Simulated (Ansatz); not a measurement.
# Gd2SeO2: the cost of one run

Program: Ansatz 0.2.0. Level of theory: DFT r²SCAN+U (U_eff = 1 eV on Gd f), plane waves, PAW, no spin–orbit coupling unless a run says so. These are calculated values, not measurements.

### Step 1. The system as given

The structure is trigonal, space group P-3m1 (No. 164). Conventional cell: a = 3.923 Å, b = 3.923 Å, c = 6.681 Å, α = 90.00°, β = 90.00°, γ = 120.00°. Around Gd (site symmetry 3m) lie 4 O at 2.34 Å and 3 Se at 2.94 Å. O (site symmetry 3m) has 4 Gd at 2.34 Å in its first shell of neighbours. Around Se (site symmetry -3m) lie 6 Gd at 2.94 Å.

Coordinates:

```cif
data_structure
_symmetry_space_group_name_H-M 'P-3m1'
_symmetry_Int_Tables_number 164
_cell_length_a 3.9227
_cell_length_b 3.9227
_cell_length_c 6.6813
_cell_angle_alpha 90.000
_cell_angle_beta 90.000
_cell_angle_gamma 120.000
_cell_volume 89.04
loop_
_atom_site_label
_atom_site_type_symbol
_atom_site_symmetry_multiplicity
_atom_site_Wyckoff_symbol
_atom_site_fract_x
_atom_site_fract_y
_atom_site_fract_z
_atom_site_occupancy
Gd1 Gd 2 d 0.33333 0.66667 0.28000 1
O1 O 2 d 0.33333 0.66667 0.63000 1
Se1 Se 1 a 0.00000 0.00000 0.00000 1
```

Magnetic order typed: ferromagnetic.

An earlier series on this cell reached its lowest free state from «from atoms, symmetry kept, no search», perhaps among other starts.

### Step 2. From atoms, default search

input.yaml reads:

```yaml
crystal:
  lattice:
    - [3.9227249, 0.0, 0.0]
    - [-1.96136245, 3.39717941, 0.0]
    - [0.0, 0.0, 6.68134939]
  atoms:
    - { symbol: Gd, position: [0.3333333333, 0.6666666667, 0.28], spin: 7.0 }
    - { symbol: Gd, position: [0.6666666667, 0.3333333333, 0.72], spin: 7.0 }
    - { symbol: O, position: [0.3333333333, 0.6666666667, 0.63] }
    - { symbol: O, position: [0.6666666667, 0.3333333333, 0.37] }
    - { symbol: Se, position: [0.0, 0.0, 0.0] }
basis:
  ecutwfc: 500
  ecutrho_ratio: 4
kpoints:
  mp_grid: { grid: [6, 6, 3] }
hamiltonian:
  xc: r2scan
  hubbard:
    sites: [{ site: 0, l: f, u_eff: 1.0 }, { site: 1, l: f, u_eff: 1.0 }]
scf:
  occupations: { method: gaussian, width: 0.05 }
output:
  forces: true
  stress: true
  eigenvalues: true
  populations: true
  hubbard: { sites: [{ site: 0, l: f }, { site: 1, l: f }] }
  write_density: true
  write_potential: true
  elf: true
  volumetric_format: npy
magnetization:
  spin_polarized: true
```

The run is started by

```sh
ansatz run input.yaml --threads 8 --pin off --max-ram 12288MiB --backend cpu --events-out ev --progress --plain --runs-dir out
```

Q: Estimate wall time and peak memory on 8 threads of Arm Neoverse V2, shared host.

About 6.5 s, with a peak of 0.92 GiB.
